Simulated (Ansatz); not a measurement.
# C₆H₃B: basis-set convergence

An exercise on one series of results from a longer session: the logs are not shown, and one member is left open.

The runs use Ansatz 0.2.0, Gaussian basis; one geometry, several basis sets.

Levels to be run: PBE0-D4/def2-SVP; ωB97M-V/def2-SVP; PBE0-D4/def2-QZVPP; ωB97M-V/def2-QZVPP; the functionals' def2-TZVPP values are taken from earlier runs.

### The relaxed structure

The geometry comes from an earlier relaxation with PBE0-D4 in a triple-zeta def2 set; it is a stationary point, not always the lowest conformer.

SMILES `C#CB(C#C)C#C`, 10 atoms, charge 0, spin multiplicity 1.

Atoms are counted from 1 here; the program's logs count them from 0.

Bond lengths: C1–C2 1.207 Å, C1–H8 1.066 Å, C2–B3 1.514 Å, B3–C4 1.514 Å, B3–C6 1.514 Å, C4–C5 1.207 Å, C5–H9 1.066 Å, C6–C7 1.207 Å, C7–H10 1.066 Å. Angles: C2–C1–H8 180.0°, C1–C2–B3 180.0°, C2–B3–C4 120.0°, C2–B3–C6 120.0°, C4–B3–C6 120.0°, B3–C4–C5 180.0°, C4–C5–H9 180.0°, B3–C6–C7 180.0°, C6–C7–H10 180.0°.

The first run:

The input, in.yaml:

```yaml
crystal:
  periodic: [false, false, false]
  atoms:
    - {symbol: C, position_ang: [0.128752, -2.602743, 0.802223]}
    - {symbol: C, position_ang: [0.074888, -1.450539, 0.446364]}
    - {symbol: B, position_ang: [0.007908, -0.005407, 0.000095]}
    - {symbol: C, position_ang: [-1.278843, 0.776731, 0.156887]}
    - {symbol: C, position_ang: [-2.304537, 1.400758, 0.282000]}
    - {symbol: C, position_ang: [1.228027, 0.657844, -0.602784]}
    - {symbol: C, position_ang: [2.200917, 1.186711, -1.083296]}
    - {symbol: H, position_ang: [0.176227, -3.619994, 1.116536]}
    - {symbol: H, position_ang: [-3.210118, 1.951710, 0.392536]}
    - {symbol: H, position_ang: [3.059880, 1.653730, -1.507462]}
basis:
  gaussian: {orbitals: def2-SVP}
hamiltonian: {xc: pbe0, dispersion: d4}
output: {orbitals: {seedname: orbitals}}
```

Among the steps run: PBE0-D4 in def2-SVP; ωB97M-V in def2-SVP; PBE0-D4 in def2-QZVPP; ωB97M-V in def2-QZVPP.

One table of the session follows, with a row left open; its other results are not shown here.

It belongs to the step «Density functionals: the series». 

```
functional       basis  HOMO (eV)  LUMO (eV)
   PBE0-D4    def2-SVP      -8.01      -2.77
   PBE0-D4  def2-TZVPP      -8.07      -2.86
   PBE0-D4  def2-QZVPP          ?          ?
   ωB97M-V    def2-SVP     -10.25      -0.78
   ωB97M-V  def2-TZVPP     -10.32      -0.90
   ωB97M-V  def2-QZVPP     -10.33      -0.93
```

Estimate the missing values for PBE0-D4, def2-QZVPP.

**Answer.** HOMO (eV): -8.08; LUMO (eV): -2.88. In the column «HOMO (eV)» it lies between ωB97M-V, def2-SVP (-10.25) and PBE0-D4, def2-TZVPP (-8.07).
